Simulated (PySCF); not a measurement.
# C2H8NPSi: runs on many settings

Aim: see how C2H8NPSi (`C/N=C\[SiH2]P`) answers to the choice of functional, basis, grid and SCF options.

Programs: PySCF 2.14.0, with density-fitted response routines of our own. Each step states its level of theory. These are calculated values for one molecule, in the gas phase or a continuum, unless marked as measured. Atoms count from 0, in the outputs and in this text.

### Step 1. Starting geometry

13 atoms, charge 0, multiplicity 1; geometry from: GFN2-xTB.

Bonds of the start (Å): C0–N1 1.42, N1–C2 1.26, C2–Si3 1.92, Si3–P4 2.24, C0–H5 1.09, C0–H6 1.10, C0–H7 1.09, C2–H8 1.09, Si3–H9 1.47, Si3–H10 1.47, P4–H11 1.38, P4–H12 1.38.

### Step 2. TDDFT and polarisability: PBE0/aug-cc-pVDZ

The job: settings as JSON, then the geometry in Å.

```
{"job": {"kind": "uv", "xc": "PBE0", "basis": "aug-cc-pVDZ", "nstates": 12, "ntriplets": 2, "tda": false}, "charge": 0, "multiplicity": 1}
C      1.935739     0.602962     0.197212
N      1.588705    -0.253163    -0.884551
C      0.484685    -0.849562    -0.929474
Si    -0.974095    -0.841076     0.312987
P     -1.850391     1.218378     0.447385
H      2.803110     0.176447     0.703407
H      1.122862     0.752667     0.922435
H      2.237773     1.564279    -0.220070
H      0.346814    -1.466630    -1.814634
H     -1.914396    -1.849873    -0.190735
H     -0.561877    -1.208782     1.671741
H     -3.146902     0.797593     0.678249
H     -2.076417     1.357246    -0.911678
```

With the program's defaults for keys left out, this is: TDDFT PBE0/aug-cc-pVDZ, vertical, gas phase, core orbitals frozen in the response.

Command:

```
> OMP_NUM_THREADS=1 python probes_run.py task.json out
```

This one command runs all jobs of the session in turn.

What it wrote:

```text
coarse grid: 11448 points
cycle   1  E = -766.1494659640  dE =  3.511e-01  |g| = 2.719e-01  |ddm| = 7.764e+00
cycle   2  E = -766.1293424861  dE =  2.012e-02  |g| = 4.048e-01  |ddm| = 1.199e+00
cycle   3  E = -766.1695176806  dE = -4.018e-02  |g| = 8.944e-02  |ddm| = 6.432e-01
cycle   4  E = -766.1711913254  dE = -1.674e-03  |g| = 2.575e-02  |ddm| = 1.712e-01
cycle   5  E = -766.1713527208  dE = -1.614e-04  |g| = 5.319e-03  |ddm| = 5.864e-02
cycle   6  E = -766.1713607882  dE = -8.067e-06  |g| = 1.695e-03  |ddm| = 1.557e-02
final grid: 100240 points
cycle   7  E = -766.1869382549  dE = -1.498e-05  |g| = 6.572e-03  |ddm| = 1.261e-01
cycle   8  E = -766.1869322507  dE =  6.004e-06  |g| = 7.964e-03  |ddm| = 3.190e-02
cycle   9  E = -766.1869509625  dE = -1.871e-05  |g| = 8.915e-04  |ddm| = 1.641e-02
cycle  10  E = -766.1869511339  dE = -1.714e-07  |g| = 2.447e-04  |ddm| = 1.455e-03
cycle  11  E = -766.1869511467  dE = -1.280e-08  |g| = 7.661e-05  |ddm| = 4.929e-04
cycle  12  E = -766.1869511483  dE = -1.613e-09  |g| = 1.615e-05  |ddm| = 1.688e-04
cycle  13  E = -766.1869511484  dE = -7.049e-11  |g| = 3.150e-06  |ddm| = 3.708e-05
converged SCF energy = -766.1869511484

Static polarisability (au): isotropic 90.665, principal 74.630 92.321 105.045

Singlet excitations
state   eV       nm        f      main configurations
  1   3.9872    311.0   0.00118   H->L 0.95
  2   5.4584    227.1   0.06123   H-1->L 0.95
  3   5.6827    218.2   0.01176   H->L+1 0.93
  4   6.0084    206.4   0.01669   H->L+2 0.87
  5   6.2434    198.6   0.00899   H->L+3 0.76
  6   6.3463    195.4   0.04416   H-1->L+2 0.42, H->L+5 0.33, H->L+3 0.11
  7   6.4112    193.4   0.00332   H->L+4 0.57, H->L+5 0.24, H-1->L+1 0.09
  8   6.4199    193.1   0.00711   H->L+5 0.39, H-1->L+2 0.37, H->L+4 0.16
  9   6.4577    192.0   0.04269   H-1->L+1 0.70, H->L+4 0.17
 10   6.6471    186.5   0.03435   H->L+6 0.79, H-2->L 0.14
 11   6.8059    182.2   0.15492   H-2->L 0.38, H-1->L+3 0.34
 12   6.8484    181.0   0.04474   H-1->L+3 0.39, H->L+7 0.28, H->L+8 0.10

Triplet excitations (Tamm-Dancoff, eV): 3.2143 4.5156
```

It took 34 s on 1 thread of Intel Xeon Platinum 8259CL at 2.50GHz, shared host; peak memory 0.7 GiB.

Frontier orbitals and where they lie:

| orbital | eV | atoms |
| --- | --- | --- |
| HOMO−3 | -9.63 | P4 26 %, Si3 24 %, H10 13 % |
| HOMO−2 | -8.72 | N1 28 %, C2 23 %, P4 11 % |
| HOMO−1 | -7.58 | P4 67 %, Si3 12 %, H11 5 % |
| HOMO | -6.85 | N1 50 %, C2 19 %, Si3 9 % |
| LUMO | -1.12 | C2 30 %, N1 25 %, Si3 19 % |
| LUMO+1 | -0.20 | H9 13 %, H11 12 %, P4 11 % |
| LUMO+2 | 0.09 | Si3 30 %, P4 23 %, H12 18 % |

With each of the 12 states as a Gaussian band of 0.4 eV half-width at 1/e, the curve within the window shown has maxima at 223 nm (ε 3,000), 184 nm (ε 11,000) L/(mol cm). Beyond the last state computed it falls off for lack of states. The curve at chosen wavelengths:

(nm, ε (L/mol/cm)): (173, 4472), (181, 10489), (188, 10535), (196, 6829), (204, 3749), (211, 2745), (219, 2918), (227, 2940), (234, 2280), (242, 1249), (250, 512), (257, 193), (265, 55), (273, 19), (281, 18), (288, 27), (296, 38), (304, 46), (311, 48), (319, 45), (327, 37), (334, 29), (342, 21), (350, 14), (357, 9), (365, 5)

Ground-state properties from the same run:

```
           property  computed
  dipole moment (D)      1.06
polarisability (Å³)     13.44
 HOMO–LUMO gap (eV)      5.73
      −ε(HOMO) (eV)      6.85
```

### Step 3. NMR shieldings: LDA/6-31++G** in chloroform

Settings changed since step 2:

```diff
@@ -1,2 +1,2 @@
-{"job": {"kind": "uv", "xc": "PBE0", "basis": "aug-cc-pVDZ", "nstates": 12, "ntriplets": 2, "tda": false}, "charge": 0, "multiplicity": 1}
+{"job": {"kind": "nmr", "xc": "LDA", "basis": "6-31++G**", "solvent": "chloroform", "pop": false}, "charge": 0, "multiplicity": 1}
 C      1.935739     0.602962     0.197212
```

With the program's defaults for keys left out, this is: GIAO LDA/6-31++G** NMR shielding, non-relativistic, IEF-PCM chloroform.

What it wrote:

```text
coarse grid: 11448 points
cycle   1  E = -762.9375570679  dE =  2.684e-01  |g| = 3.865e-01  |ddm| = 3.992e+00
cycle   2  E = -762.8730119747  dE =  6.455e-02  |g| = 6.233e-01  |ddm| = 2.121e+00
cycle   3  E = -762.9743985957  dE = -1.014e-01  |g| = 1.931e-01  |ddm| = 1.582e+00
cycle   4  E = -762.9826723736  dE = -8.274e-03  |g| = 5.240e-02  |ddm| = 2.426e-01
cycle   5  E = -762.9833045652  dE = -6.322e-04  |g| = 1.318e-02  |ddm| = 8.838e-02
cycle   6  E = -762.9833524074  dE = -4.784e-05  |g| = 4.655e-03  |ddm| = 3.419e-02
cycle   7  E = -762.9833584671  dE = -6.060e-06  |g| = 7.488e-04  |ddm| = 8.734e-03
final grid: 100240 points
cycle   8  E = -762.9217585974  dE = -1.378e-05  |g| = 3.995e-03  |ddm| = 5.412e-02
cycle   9  E = -762.9217496602  dE =  8.937e-06  |g| = 7.037e-03  |ddm| = 1.402e-02
cycle  10  E = -762.9217617304  dE = -1.207e-05  |g| = 2.020e-03  |ddm| = 1.112e-02
cycle  11  E = -762.9217626877  dE = -9.573e-07  |g| = 1.300e-04  |ddm| = 1.945e-03
cycle  12  E = -762.9217626927  dE = -5.032e-09  |g| = 2.290e-05  |ddm| = 3.888e-04
cycle  13  E = -762.9217626929  dE = -1.505e-10  |g| = 8.079e-06  |ddm| = 6.762e-05
converged SCF energy = -762.9217626929

GIAO shielding tensors (ppm)
atom      isotropic    diamagn.    paramagn.     s11        s22        s33       span
  0 C      142.225     252.131    -109.905    122.189    125.667    178.820     56.631
  1 N     -139.796     315.024    -454.820   -560.420   -132.303    273.335    833.755
  2 C       28.859     260.190    -231.331    -57.619     20.869    123.327    180.946
  3 Si     461.094     876.359    -415.265    424.957    464.101    494.225     69.268
  4 P      658.793     963.737    -304.944    581.361    650.044    744.975    163.614
  5 H       27.030      29.101      -2.071     24.988     25.521     30.582      5.593
  6 H       27.485      30.878      -3.394     24.228     27.727     30.499      6.270
  7 H       26.844      29.483      -2.639     24.916     25.900     29.717      4.801
  8 H       22.368      29.986      -7.618     20.025     20.637     26.441      6.415
  9 H       26.556      29.678      -3.121     23.019     24.478     32.172      9.154
 10 H       26.287      28.812      -2.525     23.643     24.466     30.754      7.111
 11 H       29.654      28.208       1.446     23.851     26.129     38.981     15.130
 12 H       29.775      28.965       0.810     24.750     26.831     37.744     12.993
```

Run time: 11 s. Hardware: 1 thread of Intel Xeon Platinum 8259CL at 2.50GHz, shared host; peak memory 0.73 GiB.

No reference compound was run at this level, so shieldings alone are listed. Atoms listed in one row are averaged.

| atoms | environment | σ (ppm) |
| --- | --- | --- |
| C2 | C=N carbon | 28.9 |
| C0 | methyl carbon bonded to N | 142.2 |
| H8 | hydrogen on a C=N carbon | 22.37 |
| H9, H10 | hydrogen on a silicon bonded to C, P | 26.42 |
| H5, H6, H7 | hydrogen on a methyl carbon bonded to N | 27.12 |
| H11, H12 | hydrogen on a phosphorus bonded to Si | 29.71 |
| N1 | imine nitrogen | -139.8 |
| Si3 | silicon bonded to C, P, 2 H | 461.1 |
| P4 | phosphorus bonded to Si, 2 H | 658.8 |

### Step 4. Nuclear shieldings: wB97X-D/pcSseg-1 in dichloromethane

Settings changed since step 3:

```diff
@@ -1,2 +1,2 @@
-{"job": {"kind": "nmr", "xc": "LDA", "basis": "6-31++G**", "solvent": "chloroform", "pop": false}, "charge": 0, "multiplicity": 1}
+{"job": {"kind": "nmr", "xc": "wB97X-D", "basis": "pcSseg-1", "solvent": "dichloromethane", "pop": true}, "charge": 0, "multiplicity": 1}
 C      1.935739     0.602962     0.197212
```

Method: GIAO wB97X-D/pcSseg-1 NMR shielding, non-relativistic, IEF-PCM dichloromethane.

What it wrote:

```text
coarse grid: 11448 points
cycle   1  E = -766.4362454910  dE =  3.664e-01  |g| = 2.984e-01  |ddm| = 3.102e+00
cycle   2  E = -766.4454604118  dE = -9.215e-03  |g| = 2.985e-01  |ddm| = 4.996e-01
cycle   3  E = -766.4635829571  dE = -1.812e-02  |g| = 4.979e-02  |ddm| = 2.211e-01
cycle   4  E = -766.4642575040  dE = -6.745e-04  |g| = 1.585e-02  |ddm| = 6.836e-02
cycle   5  E = -766.4643322843  dE = -7.478e-05  |g| = 3.599e-03  |ddm| = 2.866e-02
cycle   6  E = -766.4643388714  dE = -6.587e-06  |g| = 1.229e-03  |ddm| = 1.061e-02
final grid: 100240 points
cycle   7  E = -766.4988197573  dE = -1.048e-04  |g| = 3.739e-03  |ddm| = 3.059e-02
cycle   8  E = -766.4988218973  dE = -2.140e-06  |g| = 3.085e-03  |ddm| = 7.968e-03
cycle   9  E = -766.4988237411  dE = -1.844e-06  |g| = 8.113e-04  |ddm| = 2.265e-03
cycle  10  E = -766.4988238951  dE = -1.540e-07  |g| = 2.815e-04  |ddm| = 1.157e-03
cycle  11  E = -766.4988239215  dE = -2.644e-08  |g| = 7.103e-05  |ddm| = 5.311e-04
cycle  12  E = -766.4988239239  dE = -2.388e-09  |g| = 2.366e-05  |ddm| = 1.928e-04
cycle  13  E = -766.4988239243  dE = -3.370e-10  |g| = 7.980e-06  |ddm| = 7.335e-05
converged SCF energy = -766.4988239243

GIAO shielding tensors (ppm)
atom      isotropic    diamagn.    paramagn.     s11        s22        s33       span
  0 C      133.856     249.852    -115.997    114.557    116.139    170.871     56.314
  1 N     -193.462     329.340    -522.802   -680.277   -182.786    282.677    962.954
  2 C       11.330     258.280    -246.950    -95.164      8.737    120.416    215.580
  3 Si     426.056     880.972    -454.917    396.682    436.940    444.545     47.862
  4 P      627.888     968.090    -340.203    555.142    616.374    712.147    157.005
  5 H       27.685      29.172      -1.487     25.496     26.038     31.522      6.026
  6 H       28.313      32.460      -4.147     24.894     28.600     31.447      6.553
  7 H       27.526      29.809      -2.283     25.378     26.464     30.737      5.359
  8 H       23.288      30.565      -7.277     21.108     21.840     26.917      5.809
  9 H       27.299      29.928      -2.629     23.756     25.272     32.869      9.112
 10 H       27.204      29.860      -2.657     24.501     25.243     31.867      7.365
 11 H       30.389      29.475       0.914     24.922     26.637     39.609     14.687
 12 H       30.546      30.792      -0.246     25.333     27.659     38.645     13.312
```

Run time: 27 s. Hardware: 1 thread of Intel Xeon Platinum 8259CL at 2.50GHz, shared host; peak memory 0.81 GiB.

This run: σ C2 11.3, C0 133.9, N1 -193.5, Si3 426.1, H8 23.29, H9 27.25 ppm (means over like atoms).

### Step 5. Shielding tensors: X3LYP/3-21G in dichloromethane

Settings changed since step 4:

```diff
@@ -1,2 +1,2 @@
-{"job": {"kind": "nmr", "xc": "wB97X-D", "basis": "pcSseg-1", "solvent": "dichloromethane", "pop": true}, "charge": 0, "multiplicity": 1}
+{"job": {"kind": "nmr", "xc": "X3LYP", "basis": "3-21G", "solvent": "dichloromethane", "pop": false, "grid": 1}, "charge": 0, "multiplicity": 1}
 C      1.935739     0.602962     0.197212
```

With the program's defaults for keys left out, this is: GIAO X3LYP/3-21G NMR shielding, non-relativistic, IEF-PCM dichloromethane.

What it wrote:

```text
final grid: 48080 points
cycle   1  E = -762.4078222917  dE = -8.465e-02  |g| = 2.510e-01  |ddm| = 3.297e+00
cycle   2  E = -762.3971495230  dE =  1.067e-02  |g| = 3.488e-01  |ddm| = 7.461e-01
cycle   3  E = -762.4262465099  dE = -2.910e-02  |g| = 7.438e-02  |ddm| = 4.007e-01
cycle   4  E = -762.4274565497  dE = -1.210e-03  |g| = 2.141e-02  |ddm| = 7.667e-02
cycle   5  E = -762.4275694672  dE = -1.129e-04  |g| = 1.768e-03  |ddm| = 2.112e-02
cycle   6  E = -762.4275702793  dE = -8.120e-07  |g| = 9.085e-04  |ddm| = 3.883e-03
cycle   7  E = -762.4275705328  dE = -2.535e-07  |g| = 1.163e-04  |ddm| = 1.434e-03
cycle   8  E = -762.4275705363  dE = -3.484e-09  |g| = 4.487e-05  |ddm| = 1.780e-04
cycle   9  E = -762.4275705368  dE = -4.927e-10  |g| = 9.920e-06  |ddm| = 5.106e-05
converged SCF energy = -762.4275705368

GIAO shielding tensors (ppm)
atom      isotropic    diamagn.    paramagn.     s11        s22        s33       span
  0 C      156.972     248.398     -91.426    138.658    143.226    189.032     50.374
  1 N     -130.773     330.789    -461.562   -588.909    -92.501    289.092    878.000
  2 C       61.024     252.220    -191.196    -24.689     62.429    145.332    170.022
  3 Si     521.639     875.823    -354.185    484.749    527.721    552.446     67.696
  4 P      696.250     959.896    -263.646    629.339    681.192    778.220    148.881
  5 H       28.668      30.127      -1.460     25.958     27.408     32.638      6.680
  6 H       29.326      29.727      -0.400     26.118     29.048     32.813      6.695
  7 H       28.479      30.198      -1.720     26.326     27.573     31.537      5.211
  8 H       24.187      29.809      -5.621     21.850     22.269     28.443      6.594
  9 H       29.051      29.789      -0.738     25.567     26.978     34.609      9.042
 10 H       28.618      29.168      -0.551     25.249     26.386     34.217      8.968
 11 H       32.104      31.072       1.031     26.411     28.399     41.500     15.089
 12 H       32.267      31.276       0.990     26.703     29.715     40.382     13.678
```

It took 5.3 s on 1 thread of Intel Xeon Platinum 8259CL at 2.50GHz, shared host; peak memory 0.47 GiB.

In short: σ C2 61.0, C0 157.0, N1 -130.8, Si3 521.6, H8 24.19, H5 28.82 ppm (means over like atoms).

### Step 6. Excited states and response: wB97X-D/pcSseg-1

Settings changed since step 5:

```diff
@@ -1,2 +1,2 @@
-{"job": {"kind": "nmr", "xc": "X3LYP", "basis": "3-21G", "solvent": "dichloromethane", "pop": false, "grid": 1}, "charge": 0, "multiplicity": 1}
+{"job": {"kind": "uv", "xc": "wB97X-D", "basis": "pcSseg-1", "nstates": 1, "ntriplets": 2, "tda": false}, "charge": 0, "multiplicity": 1}
 C      1.935739     0.602962     0.197212
```

Level: TDDFT wB97X-D/pcSseg-1, vertical, gas phase, core orbitals frozen in the response.

What it wrote:

```text
coarse grid: 11448 points
cycle   1  E = -766.4264896748  dE =  3.756e-01  |g| = 3.187e-01  |ddm| = 3.102e+00
cycle   2  E = -766.4315223636  dE = -5.033e-03  |g| = 3.500e-01  |ddm| = 5.811e-01
cycle   3  E = -766.4573565103  dE = -2.583e-02  |g| = 5.292e-02  |ddm| = 2.846e-01
cycle   4  E = -766.4580811923  dE = -7.247e-04  |g| = 1.787e-02  |ddm| = 6.852e-02
cycle   5  E = -766.4581722017  dE = -9.101e-05  |g| = 4.001e-03  |ddm| = 2.841e-02
cycle   6  E = -766.4581794408  dE = -7.239e-06  |g| = 1.349e-03  |ddm| = 1.041e-02
final grid: 100240 points
cycle   7  E = -766.4926547915  dE = -1.045e-04  |g| = 3.697e-03  |ddm| = 3.035e-02
cycle   8  E = -766.4926568104  dE = -2.019e-06  |g| = 3.059e-03  |ddm| = 8.286e-03
cycle   9  E = -766.4926586505  dE = -1.840e-06  |g| = 8.681e-04  |ddm| = 2.394e-03
cycle  10  E = -766.4926588115  dE = -1.610e-07  |g| = 3.143e-04  |ddm| = 1.093e-03
cycle  11  E = -766.4926588415  dE = -3.002e-08  |g| = 7.460e-05  |ddm| = 4.869e-04
cycle  12  E = -766.4926588439  dE = -2.349e-09  |g| = 2.421e-05  |ddm| = 1.677e-04
cycle  13  E = -766.4926588442  dE = -3.683e-10  |g| = 8.770e-06  |ddm| = 6.960e-05
converged SCF energy = -766.4926588442

Static polarisability (au): isotropic 77.159, principal 63.806 79.252 88.419

Singlet excitations
state   eV       nm        f      main configurations
  1   4.0896    303.2   0.00066   H->L 0.93

Triplet excitations (Tamm-Dancoff, eV): 3.3406 4.7456
```

Run time: 17 s. Hardware: 1 thread of Intel Xeon Platinum 8259CL at 2.50GHz, shared host; peak memory 0.76 GiB.

In short: HOMO -8.70 eV, LUMO 0.76 eV; lowest singlet 4.09 eV.

### Step 7. Run by run: electronic excitations

Excitations and ground-state properties, with basis size and wall time:

| run | lowest singlet (eV) | brightest (eV) | f | gap (eV) | α (Å³) | μ (D) | functions | time |
| --- | --- | --- | --- | --- | --- | --- | --- | --- |
| PBE0/aug-cc-pVDZ | 3.99 | 6.81 | 0.155 | 5.73 | 13.44 | 1.06 | 195 | 34 s |
| wB97X-D/pcSseg-1 | 4.09 | 4.09 | 0.001 | 9.46 | 11.43 | 1.21 | 139 | 17 s |

### Step 8. Side by side: NMR shifts

Isotropic shieldings (ppm) of some atoms, chosen among heavy atoms and hydrogens apart, means over like atoms, with basis size and wall time:

```
                                run    C2     C0     H9    H11      N1    Si3     P4  functions   time
        LDA/6-31++G** in chloroform  28.9  142.2  26.42  29.71  -139.8  461.1  658.8        146   11 s
wB97X-D/pcSseg-1 in dichloromethane  11.3  133.9  27.25  30.47  -193.5  426.1  627.9        139   27 s
     X3LYP/3-21G in dichloromethane  61.0  157.0  28.83  32.19  -130.8  521.6  696.3         69  5.3 s
```

### Step 9. Summary of results

| quantity | value |
| --- | --- |
| lowest singlet (PBE0/aug-cc-pVDZ) | 3.99 eV (311 nm), f = 0.001 |
| brightest single state of those computed | state 11, 6.81 eV, f = 0.155 |
| lowest triplet | 3.21 eV |
| shieldings of C, H, N, Si (LDA/6-31++G**, chloroform, a mean where the table joins atoms) | C2 28.9, C0 142.2, H8 22.4, H9 26.4, H5 27.1, H11 29.7, N1 -139.8, Si3 461.1 ppm and more |
| range of the lowest singlet | 3.99 to 4.09 eV |
| range of the shielding of Si3 | 426.1 to 521.6 ppm |

What this shows: Single values in the summary come from the first run of each kind that ended normally (PBE0/aug-cc-pVDZ; LDA/6-31++G**), which need not be the best level. The first singlet state (HOMO→LUMO 0.95) lies at 3.99 eV and is weak; of the 12 states computed, the strongest absorption comes from state 11 at 6.81 eV. The lowest triplet lies 0.77 eV below the lowest singlet (triplets in Tamm-Dancoff, singlets in full TDDFT). At LDA/6-31++G**: Shielding is most anisotropic at N1 (span 834 ppm, paramagnetic term -455 ppm). The lowest singlet runs from 3.99 eV (PBE0/aug-cc-pVDZ) to 4.09 eV (wB97X-D/pcSseg-1), while the orbital gap spans 5.73 to 9.46 eV. The lowest state need not be the same one in every run. The runs solved for a few states only, so the brightest column depends on that window. Across the 3 runs the shielding of Si3 moves most, between 426.1 (wB97X-D/pcSseg-1 in dichloromethane) and 521.6 ppm (X3LYP/3-21G in dichloromethane).
